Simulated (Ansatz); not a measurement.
# Mo: the cost of one run

Program: Ansatz 0.2.0. Level of theory: DFT PBEsol, scalar-relativistic, plane waves, PAW. These are calculated values, not measurements.

The COD entry's cell or inner coordinates are ideal or old and differ from later refinements, so a difference from it is no clean test against experiment.

### Step 1. The starting structure

Symmetry: Im-3m, No. 229, cubic system. Conventional cell: a = 3.142 Å, b = 3.142 Å, c = 3.142 Å, α = 90.00°, β = 90.00°, γ = 90.00°. Mo (site symmetry m-3m) has 8 Mo at 2.72 Å in its first shell of neighbours.

Coordinates:

```
Mo
1.0
    -1.57100    1.57100    1.57100
     1.57100   -1.57100    1.57100
     1.57100    1.57100   -1.57100
Mo
1
Direct
  0.00000 0.00000 0.00000
```

The cell is taken as given, not relaxed at this level.

### Step 2. Zero of energy

The reference gives a free energy of -4897.4705 eV, pressure -3.24 GPa, largest force 0.000 eV/Å and gap on the mesh none (metal). It was computed beforehand with the settings of the runs below.

### Step 3. The scan: a two-dimensional strain map

The cell is strained by p along both x and y and by q along z, with fractional coordinates fixed.

### Step 4. p = -0.080, q = -0.080

Contents of input.yaml:

```yaml
crystal:
  lattice:
    - [-1.44532, 1.44532, 1.44532]
    - [1.44532, -1.44532, 1.44532]
    - [1.44532, 1.44532, -1.44532]
  atoms:
    - { symbol: Mo, position: [0.0, 0.0, 0.0] }
basis:
  ecutwfc: 420
kpoints:
  mp_grid: { grid: [22, 22, 22] }
hamiltonian:
  xc: pbesol
scf:
  occupations: { method: gaussian, width: 0.15 }
output:
  forces: true
  stress: true
  eigenvalues: true
  write_density: true
  write_potential: true
  elf: true
  volumetric_format: npy
```

Run with:

```bash
$ ansatz run input.yaml --threads 1 --pin off --max-ram 2560MiB --backend cpu --events-out ev --progress --plain --runs-dir out
```

**Question.** How long does this run take on 1 thread of Arm Neoverse V1, shared host, and how much memory does it need?

About 4.8 s, with a peak of 0.31 GiB.
